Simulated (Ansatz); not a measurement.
**CO on Ir (Iridium) (111)**

One table from this session's results is given with a row withheld; the runs are named, their logs left out.

The COD entry's cell or inner coordinates are ideal or old and differ from later refinements, so a difference from it is no clean test against experiment.

Computed with Ansatz 0.2.0 (DFT PBE+D3(BJ), scalar-relativistic, plane waves, PAW, unless a step's input says otherwise).

2 further runs of the same task are left out: 2 set aside as unsound or not needed. Runs told in other sessions of the task aren't counted.

### The system as given

Symmetry: P3m1, No. 156, trigonal system. Conventional cell: a = 2.716 Å, b = 2.716 Å, c = 23.652 Å, α = 90.00°, β = 90.00°, γ = 120.00°. Around Ir (site symmetry 3m) lie 9 Ir at 2.72 Å. Ir (site symmetry 3m) is surrounded by 12 Ir at 2.69 to 2.72 Å. Around Ir (site symmetry 3m) lie 9 Ir at 2.69 to 2.72 Å.

Coordinates:

```cif
data_structure
_symmetry_space_group_name_H-M 'P 1'
_symmetry_Int_Tables_number 1
_cell_length_a 5.4314
_cell_length_b 5.4314
_cell_length_c 23.6520
_cell_angle_alpha 90.000
_cell_angle_beta 90.000
_cell_angle_gamma 120.000
_cell_volume 604.25
loop_
_atom_site_label
_atom_site_type_symbol
_atom_site_fract_x
_atom_site_fract_y
_atom_site_fract_z
_atom_site_occupancy
Ir1 Ir 0.33333 0.16667 0.35938 1
Ir2 Ir 0.33333 0.66667 0.35938 1
Ir3 Ir 0.83333 0.16667 0.35938 1
Ir4 Ir 0.83333 0.66667 0.35938 1
Ir5 Ir 0.66667 0.33333 0.45313 1
Ir6 Ir 0.66667 0.83333 0.45313 1
Ir7 Ir 0.16667 0.33333 0.45313 1
Ir8 Ir 0.16667 0.83333 0.45313 1
Ir9 Ir 0.00000 0.50000 0.54554 1
Ir10 Ir 0.00000 0.00000 0.54554 1
Ir11 Ir 0.50000 0.50000 0.54554 1
Ir12 Ir 0.50000 0.00000 0.54554 1
Ir13 Ir 0.33333 0.66667 0.63805 1
Ir14 Ir 0.33333 0.16667 0.63805 1
Ir15 Ir 0.83333 0.66667 0.63805 1
Ir16 Ir 0.83333 0.16667 0.63805 1
```

It is a (111) slab, 6.7 Å thick as cut, with 17 Å of vacuum, in a 2×2 surface cell; its outer planes are Ir (top) and Ir (bottom). An earlier relaxation, lower half held, gave -190966.5185 eV, work function 5.43 eV (top face), 5.45 eV (bottom face).

The first run:

Planes are indexed in the bulk's conventional cell (Fm-3m (No. 225)), a = 3.841 Å, b = 3.841 Å, c = 3.841 Å, α = 90.00°, β = 90.00°, γ = 90.00°.

input.yaml

```yaml
crystal:
  lattice:
    - [5.4313532987, 0.0, 0.0]
    - [-2.7156766493, 4.7036899336, 0.0]
    - [0.0, 0.0, 26.8020220973]
  atoms:
    - { symbol: Ir, position: [0.3333333333, 0.1666666667, 0.3171402504] }
    - { symbol: Ir, position: [0.3333333333, 0.6666666667, 0.3171402504] }
    - { symbol: Ir, position: [0.8333333333, 0.1666666667, 0.3171402504] }
    - { symbol: Ir, position: [0.8333333333, 0.6666666667, 0.3171402504] }
    - { symbol: Ir, position: [0.6666666667, 0.3333333333, 0.3998706016] }
    - { symbol: Ir, position: [0.6666666667, 0.8333333333, 0.3998706016] }
    - { symbol: Ir, position: [0.1666666667, 0.3333333333, 0.3998706016] }
    - { symbol: Ir, position: [0.1666666667, 0.8333333333, 0.3998706016] }
    - { symbol: Ir, position: [0.0, 0.5, 0.4814200739] }
    - { symbol: Ir, position: [0.0, 0.0, 0.4814200739] }
    - { symbol: Ir, position: [0.5, 0.5, 0.4814200739] }
    - { symbol: Ir, position: [0.5, 0.0, 0.4814200739] }
    - { symbol: Ir, position: [0.3333333333, 0.6666666667, 0.5630582604] }
    - { symbol: Ir, position: [0.3333333333, 0.1666666667, 0.5630582604] }
    - { symbol: Ir, position: [0.8333333333, 0.6666666667, 0.5630582604] }
    - { symbol: Ir, position: [0.8333333333, 0.1666666667, 0.5630582604] }
    - { symbol: C, position: [0.3333333333, 0.6666666667, 0.6458878317] }
    - { symbol: O, position: [0.3333333333, 0.6666666667, 0.688795042] }
basis:
  ecutwfc: 420
kpoints:
  mp_grid: { grid: [6, 6, 1] }
hamiltonian:
  xc: pbe
  dispersion: d3bj
scf:
  occupations: { method: gaussian, width: 0.1 }
output:
  forces: true
  eigenvalues: true
  write_density: true
  write_potential: true
  elf: true
  volumetric_format: npy
relax:
  adjacent_minimum: "off"
  f_tol: 0.03
  max_steps: 70
  constraints: [{ sites: [0, 1, 2, 3, 4, 5, 6, 7] }]
efield:
  axis: 3
  dipole_correction: true
```

Launch:

```console
ansatz run input.yaml --threads 4 --pin off --max-ram 10240MiB --backend cpu --events-out ev --progress --plain --runs-dir out
```

Among the steps run: CO put at a top (Ir) site; CO at the hollow (nearest Ir) site; CO at the bridge (Ir-Ir) site; CO put at a hollow over Ir site.

One of the session's tables, all rows but one given; the rest of the session is left out.

It belongs to the step «Adsorption of CO: the sites compared». 

```
                              start  E_ads (eV)  height (Å)  Δφ, top (eV)  Δ dipole (e·Å)
           top (Ir) at (0.33, 0.67)       -2.22        1.84         +0.33          -0.037
hollow (nearest Ir) at (0.17, 0.33)       -1.70        1.43         +0.95          -0.133
     bridge (Ir-Ir) at (0.08, 0.17)           ?           ?             ?               ?
     hollow over Ir at (0.00, 0.50)       -1.83        1.38         +1.04          -0.145
```

Estimate the missing values for bridge (Ir-Ir) at (0.08, 0.17).

As computed: E_ads (eV): -1.83; height (Å): 1.51; Δφ, top (eV): +0.96; Δ dipole (e·Å): -0.131.

To keep in mind: A start on a symmetric site keeps its symmetry, so an end may be a saddle point and not a minimum. Spin polarisation is off in the runs that give these values; a magnetic solution could lie lower. Warnings in the runs' records: xc potential rough in thin density.
